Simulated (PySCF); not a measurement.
# Al10N10: the cost of one run

Computed with PySCF 2.14.0 and routines of our own; the level stands in each step. Atoms count from 0.

### Step 1. The starting structure

20 atoms, charge 0, multiplicity 1; geometry from: GFN2-xTB.

### Step 2. Electronic excitations: TDA OPBE/6-31G*

What the job is given:

```
{"job": {"kind": "uv", "basis": "6-31G*", "grid": 1, "kgrid": 0, "vcut": null, "nstates": 5, "ntriplets": 0, "tda": true, "delta": ["ip_vertical"], "pop": false, "xc": "OPBE", "scf": {"aux": "def2-universal-jkfit"}}, "charge": 0, "multiplicity": 1}
Al     1.294819     1.407301    -1.108720
Al     0.088956    -1.036441     1.949959
Al     0.337741    -2.347927    -0.880482
Al    -0.985013     0.018800    -1.969134
Al    -1.687520     0.628629     2.592065
Al     2.456228    -1.215534    -0.218343
Al     1.766111    -0.607059    -2.544388
Al    -2.036692    -0.826137     0.131975
Al     0.316748     1.957850     1.904263
Al    -1.483725     2.042342     0.183820
N      1.876309    -2.277500    -1.878327
N      1.126010    -1.932599     0.812742
N     -2.239736     0.786670    -0.827936
N     -1.275029    -1.725917    -1.309055
N      2.772913     0.345703    -1.048543
N     -1.702913     2.324506     1.983865
N      0.318637     0.481915     2.928281
N     -1.843067    -1.068693     1.899559
N      0.491402     0.707695    -2.721654
N      0.404729     2.342706     0.117930
```

With the program's defaults for keys left out, this is: TDA OPBE/6-31G*, vertical, gas phase, core orbitals frozen in the response.

Run with:

```console
> OMP_NUM_THREADS=1 python large_run.py task.json out
```

This one command runs all jobs of the session in turn.

Q: Estimate the wall time and peak memory of this first job on 1 thread of Arm Neoverse N1, shared host.

About 3.8 min, with a peak of 0.77 GiB.
